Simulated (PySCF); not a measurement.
# C6H7N: the cost of one run

Programs: PySCF 2.14.0, with routines of our own; each step states its level. All values are computed. Atoms count from 0.

## 1. The system as given

14 atoms, charge 0, multiplicity 1; geometry from: GFN2-xTB.

## 2. Excited states: TDA CAM-B3LYP/def2-SVPD

Job settings and geometry (Å):

```
{"job": {"kind": "states", "xc": "CAM-B3LYP", "basis": "def2-SVPD", "tda": true, "soc": true, "nstates": 6, "ntriplets": 5, "nquad": 4}, "charge": 0, "multiplicity": 1}
C     -1.174878    -1.222641    -0.135549
C     -0.463075     0.033558     0.377108
C     -1.080909     1.305733    -0.212528
C      0.941676    -0.029256     0.044887
C      2.109238    -0.082515    -0.260846
C      3.429364    -0.142524    -0.587721
N      4.543887    -0.193473    -0.864921
H     -0.725082    -2.117696     0.288257
H     -1.105621    -1.281704    -1.219590
H     -2.224979    -1.193510     0.145369
H     -0.546061     0.069847     1.471227
H     -0.564510     2.188748     0.157420
H     -1.010117     1.293310    -1.298146
H     -2.129610     1.371649     0.067888
```

With the program's defaults for keys left out, this is: TDA CAM-B3LYP/def2-SVPD excited states, vertical, gas phase, spin-orbit mean-field couplings.

Launch:

```
$ OMP_NUM_THREADS=1 python excited_run.py task.json out
```

One launch serves the whole session: the jobs run in the order shown.

**Question.** How long does this first job take on 1 thread of Intel Xeon 6975P-C, shared host, and how much memory does it need?

About 24 s, with a peak of 0.74 GiB.
